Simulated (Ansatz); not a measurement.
Br2, the interaction energy of a dimer with the counterpoise correction

With the Python package of Ansatz (0.2.0).

Notebook, run cell by cell (the value of a cell's last expression is shown):

```python
import ansatz as az
import numpy as np
```

```python
BASIS = "def2-SVP"
FUNCTIONAL = "hf"
```

```python
FIRST = [
    ("Br", (0.0, 0.0, -1.115)),
    ("Br", (0.0, 0.0, 1.115)),
]
SECOND = [
    ("Br", (-1.458, -4.6312, 0.2034)),
    ("Br", (-0.9381, -3.1313, 1.7696)),
]
```

```python
def energy(atoms, ghosts=()):
    molecule = az.Crystal.molecule()
    for symbol, xyz in atoms:
        molecule = molecule.atom(symbol, xyz)
    calc = (
        molecule.calculation()
        .basis(gaussian=BASIS)
        .functional(FUNCTIONAL)
    )
    deck = calc.input()
    if ghosts:
        deck = deck.set(az.key.basis.gaussian.ghost_atoms, [{"symbol": s, "position_ang": list(xyz)} for s, xyz in ghosts])
    return az.Session.from_dict(deck).plan().execute().report["free_energy_ev"]
```

```python
# ghost atoms carry the functions of the partner
direction = np.array([-0.2866, -0.9285, 0.236])
print("shift (A)   counterpoise-corrected interaction (kcal/mol)")
for shift in (-0.3, 0.0, 0.4, 1.0, 2.0):
    moved = [(s, tuple(np.round(np.array(xyz) + shift * direction, 4))) for s, xyz in SECOND]
    gain = energy(FIRST + moved) - energy(FIRST, moved) - energy(moved, FIRST)
    print(f"{shift:8.2f} {23.060548 * gain:14.3f}")
```

    shift (A)   counterpoise-corrected interaction (kcal/mol)
       -0.30         13.736
        0.00          5.713
        0.40          1.813
        1.00          0.385
        2.00          0.060

Reading the output:
- The dimer is a generated trial pose of unrelaxed monomers, not a minimum, so the figure is no binding energy, and the basis set is small.
- Hartree-Fock leaves correlation out, so bond, atomisation and ionisation energies come out well too low.
- This level lacks the dispersion part of the attraction (electrostatics and induction are there), which can decide the sign where the interaction is weak.
- The spin state was assumed, and another may lie lower.
- Wall time of the script: 34 s on 1 thread of Intel(R) Xeon(R) Platinum 8488C (Sapphire Rapids), with other jobs on the host, peak memory 0.44 GiB.
